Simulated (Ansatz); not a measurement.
# MgTiB4: the cost of one run

Computed with Ansatz 0.2.0 (DFT PBE, scalar-relativistic, plane waves, PAW, unless a step's input says otherwise).

## 1. The starting structure

It takes space group P-6m2 (No. 187, hexagonal). Conventional cell: a = 2.729 Å, b = 2.729 Å, c = 10.860 Å, α = 90.00°, β = 90.00°, γ = 120.00°. Mg (site symmetry -6m2) has 6 B at 2.57 Å and 6 Mg at 2.73 Å in its first shell of neighbours. Ti (site symmetry -6m2) has 6 B at 2.46 Å and 6 Ti at 2.73 Å in its first shell of neighbours. Around B (site symmetry 3m) lie 3 B at 2.18 Å and 3 Mg at 2.57 Å. B (site symmetry 3m) has 3 B at 2.18 Å and 3 Ti at 2.46 Å in its first shell of neighbours.

As a file:

```xyz
6
Lattice="2.7288 0.0000 0.0000 -1.3644 2.3632 0.0000 0.0000 0.0000 10.8597" Properties=species:S:1:pos:R:3 pbc="T T T"
Mg    0.0000    1.5755    0.0000
Ti    0.0000    0.0000    5.4298
B     0.0000    0.0000    8.8265
B     0.0000    0.0000    2.0332
B     0.0000    1.5755    3.5340
B     0.0000    1.5755    7.3256
```

Recipe of the guess: close-packed layers stacked ABABAB|A (P-6m2, No. 187). Its size is a rough estimate.

## 2. A first look at the guess

File input.yaml:

```yaml
crystal:
  lattice:
    - [2.72878787, 0.0, 0.0]
    - [-1.36439393, 2.36319961, 0.0]
    - [0.0, 0.0, 10.85966372]
  atoms:
    - { symbol: Mg, position: [0.33333333, 0.66666667, 0.0] }
    - { symbol: Ti, position: [0.0, 0.0, 0.5] }
    - { symbol: B, position: [0.0, 0.0, 0.81277509] }
    - { symbol: B, position: [0.0, 0.0, 0.18722491] }
    - { symbol: B, position: [0.33333333, 0.66666667, 0.32542747] }
    - { symbol: B, position: [0.33333333, 0.66666667, 0.67457253] }
basis:
  ecutwfc: 420
kpoints:
  mp_grid: { grid: [6, 6, 2] }
hamiltonian:
  xc: pbe
scf:
  occupations: { method: gaussian, width: 0.1 }
  lower_state_search: "off"
output:
  forces: true
  stress: true
  eigenvalues: true
```

Run with:

```sh
$ ansatz run input.yaml --threads 1 --pin off --max-ram 2560MiB --backend cpu --events-out ev --progress --plain --runs-dir out
```

**Question.** How long does this run take on 1 thread of Intel Xeon at 2.50GHz (Skylake/Cascade Lake), shared host, and how much memory does it need?

About 5.4 s, with a peak of 0.33 GiB.
